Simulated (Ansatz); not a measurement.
# C2H4OSi: the cost of one run

Method: RKS LDA/def2-SVP, in Ansatz 0.2.0.

## (1) The system as given

Bond lengths: O1–Si2 1.627 Å, Si2–C3 1.859 Å, Si2–C4 1.860 Å, C3–C4 1.345 Å, O1–H5 0.953 Å, Si2–H6 1.440 Å, C3–H7 1.078 Å, C4–H8 1.078 Å. Angles: O1–Si2–C3 124.5°, O1–Si2–C4 124.4°, O1–Si2–H6 101.8°, C3–Si2–C4 42.4°, C3–Si2–H6 127.5°, C4–Si2–H6 127.7°, Si2–O1–H5 122.2°, Si2–C3–C4 68.8°, Si2–C3–H7 156.5°, C4–C3–H7 134.7°, Si2–C4–C3 68.8°, Si2–C4–H8 156.6°, C3–C4–H8 134.6°.

Structure file:

```xyz
8

O    -0.9833    1.4941   -0.8746
Si   -0.1636    0.7168    0.2969
C     1.0493   -0.6602   -0.0030
C    -0.1095   -1.1317    0.4910
H    -1.1846    1.0848   -1.7108
H    -0.1190    1.7121    1.3363
H     1.9864   -1.1062   -0.2938
H    -0.4757   -2.1098    0.7580
```

## (2) End point A

The input, input.yaml:

```yaml
crystal:
  periodic: [false, false, false]
  atoms:
    - { symbol: O, position_ang: [-0.9833, 1.49412, -0.87462] }
    - { symbol: Si, position_ang: [-0.16357, 0.71685, 0.29693] }
    - { symbol: C, position_ang: [1.04927, -0.66015, -0.00304] }
    - { symbol: C, position_ang: [-0.10952, -1.13173, 0.49098] }
    - { symbol: H, position_ang: [-1.18457, 1.08482, -1.71084] }
    - { symbol: H, position_ang: [-0.11897, 1.71205, 1.3363] }
    - { symbol: H, position_ang: [1.9864, -1.1062, -0.29375] }
    - { symbol: H, position_ang: [-0.47574, -2.10978, 0.75803] }
basis:
  gaussian: { orbitals: def2-SVP }
hamiltonian:
  xc: lda
relax:
  f_tol: 0.015
  max_steps: 40
```

Run with:

```sh
$ ansatz run input.yaml --threads 1 --pin off --max-ram 2048MiB --backend cpu --events-out ev --progress --plain --runs-dir out
```

Q: Estimate wall time and peak memory on 1 thread of Arm Neoverse N1, shared host.

About 16 s, with a peak of 0.14 GiB.
